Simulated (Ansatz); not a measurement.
**CdFH2N: vertical ionisation energy**

One table from this session's results is given with a row withheld; the runs are named, their logs left out.

Program: Ansatz 0.2.0, Gaussian basis. Level of theory: unrestricted cation, the program's frozen cores in correlated methods. These are calculated values, not measurements.

Levels to be run: UKS PBE-D4/def2-TZVPP; UKS r2SCAN-D4/def2-TZVPP; UKS PBE0-D4/def2-TZVPP; UKS B3LYP-D4/def2-TZVPP; UKS wB97X-V/def2-TZVPP; UKS wB97M-V/def2-TZVPP; UKS B2PLYP/def2-TZVPP; UHF-CCSD(T)/def2-TZVPP; UHF-MP2/def2-QZVPP; extrapolation to the limit; then −ε(HOMO) from the neutral's earlier runs with LDA (SPW92), PBE-D4, revPBE-D4, BLYP-D4, r2SCAN-D4, B97M-V, PBE0-D4, B3LYP-D4, r2SCANh-D4, r2SCAN0-D4, HSE06-D4, BHLYP-D4, CAM-B3LYP-D4, LC-ωPBE, ωB97X-V, ωB97M-V.

### Structure used throughout

The geometry comes from an earlier relaxation with PBE0-D4 in a triple-zeta def2 set; it is a stationary point. Cd takes the def2 core potential; no spin-orbit term is included.

SMILES `[NH2][Cd][F]`, 5 atoms, charge 0, spin multiplicity 1.

Atoms are counted from 1 here; the program's logs count them from 0.

Bond lengths: N1–Cd2 1.998 Å, N1–H4 1.014 Å, N1–H5 1.014 Å, Cd2–F3 1.935 Å. Angles: Cd2–N1–H4 110.9°, Cd2–N1–H5 110.9°, H4–N1–H5 106.1°, N1–Cd2–F3 175.2°.

As a file:

```xyz
5
charge 0, multiplicity 1
N    -0.3334    0.9220   -0.3463
Cd    0.6047   -0.7403    0.2454
F     1.6522   -2.2749    0.7871
H    -0.9556    0.7286   -1.1238
H    -0.9179    1.2908    0.3962
```

Set-up of the first run:

The input, in.yaml:

```yaml
crystal:
  periodic: [false, false, false]
  atoms:
    - {symbol: N, position_ang: [-0.333383, 0.921974, -0.346301]}
    - {symbol: Cd, position_ang: [0.604673, -0.740252, 0.245397]}
    - {symbol: F, position_ang: [1.652154, -2.274900, 0.787060]}
    - {symbol: H, position_ang: [-0.955619, 0.728621, -1.123765]}
    - {symbol: H, position_ang: [-0.917924, 1.290757, 0.396209]}
basis:
  gaussian: {orbitals: def2-TZVPP}
total_charge: 1
magnetization: {spin_polarized: true, initial_magnetization: 1}
hamiltonian: {xc: pbe, dispersion: d4}
```

Among the steps run: Cation, UKS PBE-D4/def2-TZVPP; Cation, UKS r2SCAN-D4/def2-TZVPP; Cation, UKS PBE0-D4/def2-TZVPP; Cation, UKS B3LYP-D4/def2-TZVPP; Cation, UKS wB97X-V/def2-TZVPP; Cation, UKS wB97M-V/def2-TZVPP; Cation, UKS B2PLYP (frozen core)/def2-TZVPP; Cation, UHF-CCSD(T)/def2-TZVPP; Cation, UHF-MP2/def2-QZVPP.

One table of the session follows, with a row left open; its other results are not shown here.

It belongs to the step «Ionisation energies side by side». For comparison, −ε(HOMO) of the neutral from earlier runs:

| functional | −ε(HOMO) (eV) |
| --- | --- |
| LDA (SPW92) | 6.39 |
| PBE-D4 | 6.14 |
| revPBE-D4 | 6.05 |
| BLYP-D4 | 6.05 |
| r2SCAN-D4 | 6.40 |
| B97M-V | 6.43 |
| PBE0-D4 | 7.48 |
| B3LYP-D4 | 7.28 |
| r2SCANh-D4 | 6.91 |
| r2SCAN0-D4 | 7.67 |
| HSE06-D4 | 7.07 |
| BHLYP-D4 | ? |
| CAM-B3LYP-D4 | 8.91 |
| LC-ωPBE | 10.22 |
| ωB97X-V | 9.86 |
| ωB97M-V | 9.80 |

Q: Estimate the row for BHLYP-D4 from the others.

Worked estimate for «−ε(HOMO) (eV)». Against the share of exact exchange, BLYP-D4 (0, 6.05), B3LYP-D4 (0.2, 7.28) give a slope of 6.15 per unit share; at 0.5 the line stands at 9.12.

**Answer.** −ε(HOMO) (eV): 8.74. In «−ε(HOMO) (eV)» the line misses by +0.38.
